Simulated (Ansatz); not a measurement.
# Si₂SnH₈: basis-set convergence

The task here is to estimate one member of a computed series from the others.

Method: one geometry, several basis sets; program: Ansatz 0.2.0, Gaussian basis.

The runs, in order: PBE0-D4/def2-SVP; ωB97M-V/def2-SVP; PBE0-D4/def2-QZVPP; ωB97M-V/def2-QZVPP; the functionals' def2-TZVPP values are taken from earlier runs.

## The geometry

An earlier PBE0-D4 in a triple-zeta def2 set relaxation fixed the geometry. Sn takes the def2 core potential; no spin-orbit term is included.

SMILES `[SiH3][SiH2][SnH3]`, 11 atoms, charge 0, spin multiplicity 1.

Atoms are counted from 1 here; the program's logs count them from 0.

Bond lengths: Si1–Si2 2.336 Å, Si1–H4 1.488 Å, Si1–H5 1.488 Å, Si1–H6 1.488 Å, Si2–Sn3 2.562 Å, Si2–H7 1.489 Å, Si2–H8 1.489 Å, Sn3–H9 1.708 Å, Sn3–H10 1.708 Å, Sn3–H11 1.708 Å. Angles: Si2–Si1–H4 111.6°, Si2–Si1–H5 109.5°, Si2–Si1–H6 109.5°, H4–Si1–H5 108.8°, H4–Si1–H6 108.8°, H5–Si1–H6 108.6°, Si1–Si2–Sn3 110.5°, Si1–Si2–H7 110.0°, Si1–Si2–H8 110.0°, Sn3–Si2–H7 109.1°, Sn3–Si2–H8 109.1°, H7–Si2–H8 108.1°, Si2–Sn3–H9 110.4°, Si2–Sn3–H10 110.3°, Si2–Sn3–H11 111.4°, H9–Sn3–H10 108.1°, H9–Sn3–H11 108.3°, H10–Sn3–H11 108.3°.

As a file:

```mol
H8Si2Sn
  3D, bonds by distance, orders not assigned

 11 10  0  0  0  0  0  0  0  0999 V2000
   -1.2649    1.4776   -0.5576 Si  0  0
   -0.7035   -0.7513   -0.1409 Si  0  0
    1.7293   -0.9310    0.6437 Sn  0  0
   -2.6746    1.6115   -1.0136 H   0  0
   -0.3674    2.0283   -1.6085 H   0  0
   -1.0857    2.2762    0.6847 H   0  0
   -0.8784   -1.5601   -1.3793 H   0  0
   -1.5981   -1.3137    0.9088 H   0  0
    1.9593   -0.0304    2.0766 H   0  0
    2.7848   -0.3113   -0.5476 H   0  0
    2.1644   -2.5528    0.9542 H   0  0
  1  2  8  0
  2  3  8  0
  1  4  8  0
  1  5  8  0
  1  6  8  0
  2  7  8  0
  2  8  8  0
  3  9  8  0
  3 10  8  0
  3 11  8  0
M  END
```

Set-up of the first run:

in.yaml

```yaml
crystal:
  periodic: [false, false, false]
  atoms:
    - {symbol: Si, position_ang: [-1.264889, 1.477585, -0.557579]}
    - {symbol: Si, position_ang: [-0.703520, -0.751283, -0.140891]}
    - {symbol: Sn, position_ang: [1.729278, -0.930974, 0.643677]}
    - {symbol: H, position_ang: [-2.674564, 1.611544, -1.013553]}
    - {symbol: H, position_ang: [-0.367444, 2.028264, -1.608544]}
    - {symbol: H, position_ang: [-1.085650, 2.276249, 0.684672]}
    - {symbol: H, position_ang: [-0.878381, -1.560150, -1.379294]}
    - {symbol: H, position_ang: [-1.598057, -1.313748, 0.908830]}
    - {symbol: H, position_ang: [1.959312, -0.030410, 2.076580]}
    - {symbol: H, position_ang: [2.784777, -0.311304, -0.547571]}
    - {symbol: H, position_ang: [2.164439, -2.552774, 0.954171]}
basis:
  gaussian: {orbitals: def2-SVP}
hamiltonian: {xc: pbe0, dispersion: d4}
output: {orbitals: {seedname: orbitals}}
```

Among the steps run: PBE0-D4 in def2-SVP; ωB97M-V in def2-SVP; PBE0-D4 in def2-QZVPP; ωB97M-V in def2-QZVPP.

One table of the session follows, with a row left open; its other results are not shown here.

It belongs to the step «Functionals by basis». 

| functional | basis | HOMO (eV) |
| --- | --- | --- |
| PBE0-D4 | def2-SVP | ? |
| PBE0-D4 | def2-TZVPP | -7.78 |
| PBE0-D4 | def2-QZVPP | -7.78 |
| ωB97M-V | def2-SVP | -9.71 |
| ωB97M-V | def2-TZVPP | -9.72 |
| ωB97M-V | def2-QZVPP | -9.71 |

**Question.** Estimate the row for PBE0-D4, def2-SVP.

The run gave: HOMO (eV): -7.81. In the column «HOMO (eV)» it lies between ωB97M-V, def2-QZVPP (-9.71) and PBE0-D4, def2-TZVPP (-7.78).
